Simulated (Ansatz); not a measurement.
Write a Python script for Ansatz 0.2.0 through its Python package that makes a geometry optimisation of ClF2Ga, SMILES [F][Ga]([F])[Cl]. Use: r2SCAN, def2-SVP basis, multiplicity 1.

```yaml
atoms:
  - { symbol: F, position_ang: [-0.9090, -0.5616, 1.4523] }
  - { symbol: Ga, position_ang: [0.2134, 0.1535, 0.0195] }
  - { symbol: F, position_ang: [1.6608, -0.7231, 0.1022] }
  - { symbol: Cl, position_ang: [-0.9096, 1.0710, -1.5943] }
```

The script, `clf2ga_opt.py`:
```python
import itertools

import ansatz
from ase import Atoms
from ase.data import atomic_numbers, covalent_radii
import numpy as np

BASIS = 'def2-SVP'
FUNCTIONAL = 'r2scan'


def main() -> None:
    atoms = Atoms(['F', 'Ga', 'F', 'Cl'], positions=[
        (-0.909, -0.5616, 1.4523),
        (0.2134, 0.1535, 0.0195),
        (1.6608, -0.7231, 0.1022),
        (-0.9096, 1.071, -1.5943),
    ])
    system = ansatz.Crystal.molecule_from_ase(atoms)

    job = (
        system.calculation()
        .basis(gaussian=BASIS)
        .functional(FUNCTIONAL)
    )
    symbols = [site.symbol for site in system.cartesian_sites]
    start = np.array([site.position_ang for site in system.cartesian_sites], dtype=float)
    def progress(event):
        if event['event'] == 'relax_step':
            row = event['data']
            print(f'step {row["step"]:3d}  E = {row["lagrangian_ev"]:.6f} eV  largest force component {row["allowed_force_max_ev_ang"]:.4f} eV/A')


    summary = job.relax(force_tolerance=0.01).session().plan().execute(on_event=progress).report
    end = np.array(summary['positions_ang'])

    print('reference energy %16.6f eV' % summary['reference_energy_ev'])
    print('total energy     %16.6f eV' % summary['free_energy_ev'])
    print('occupied orbitals outside the frozen core (up, down):', summary['n_occupied'], ' frozen:', summary['n_frozen'], ' virtual:', summary['n_virtual'])

    radius = [covalent_radii[atomic_numbers[s]] for s in symbols]
    span = lambda where, i, j: np.linalg.norm(where[i] - where[j])
    bonded = [(i, j) for i, j in itertools.combinations(range(len(symbols)), 2) if min(span(start, i, j), span(end, i, j)) < 1.2 * (radius[i] + radius[j])]
    print('pair        before    after (A)')
    for i, j in bonded:
        print(f'{symbols[i]}{i}-{symbols[j]}{j}'.ljust(10), f'{span(start, i, j):8.4f} {span(end, i, j):8.4f}')
    for first, second in list(itertools.combinations(bonded, 2)):
        shared = set(first) & set(second)
        if shared and symbols[(j := shared.pop())] != 'H':
            i, k = sorted((set(first) | set(second)) - {j})
            u, v = end[i] - end[j], end[k] - end[j]
            angle = np.degrees(np.arccos(np.clip(u @ v / np.linalg.norm(u) / np.linalg.norm(v), -1, 1)))
            print(f'final angle {symbols[i]}{i}-{symbols[j]}{j}-{symbols[k]}{k}: {angle:.2f} deg')
    with open('clf2ga_opt.xyz', 'w') as handle:
        handle.write(f'{len(symbols)}\nrelaxed ClF2Ga\n')
        handle.writelines(f'{s:2s} {x:11.6f} {y:11.6f} {z:11.6f}\n' for s, (x, y, z) in zip(symbols, end))


if __name__ == '__main__':
    main()
```

```console
$ python clf2ga_opt.py
step   1  E = -70319.086865 eV  largest force component 4.0207 eV/A
step   2  E = -70319.715603 eV  largest force component 1.6484 eV/A
step   3  E = -70319.854581 eV  largest force component 0.1008 eV/A
step   4  E = -70319.855510 eV  largest force component 0.0200 eV/A
step   5  E = -70319.855610 eV  largest force component 0.0040 eV/A
reference energy    -70319.855621 eV
total energy        -70319.855621 eV
occupied orbitals outside the frozen core (up, down): [33, 33]  frozen: 0  virtual: [45, 45]
pair        before    after (A)
F0-Ga1       1.9555   1.7320
Ga1-F2       1.6942   1.7319
Ga1-Cl3      2.1696   2.1063
final angle F0-Ga1-F2: 117.14 deg
final angle F0-Ga1-Cl3: 121.41 deg
final angle F2-Ga1-Cl3: 121.45 deg
```

`clf2ga_opt.xyz`, as written:
```text
4
relaxed ClF2Ga
F    -0.898019   -0.482444    1.440711
Ga    0.043372   -0.054893    0.051227
F     1.689557   -0.592013    0.016518
Cl   -0.779310    1.069150   -1.528756
```

Caveats:
- Total energies depend on the basis set; only differences at equal settings carry meaning.
- The end point is the stationary point reached from this start; no frequency run checks that it is a minimum, and the basis set is modest.
- Run time: 14 s on 1 thread of Intel(R) Xeon(R) 6975P-C (Granite Rapids) (shared host), peak memory 0.23 GiB.

(Lines on the test bed's own set-up are left out of the output.)
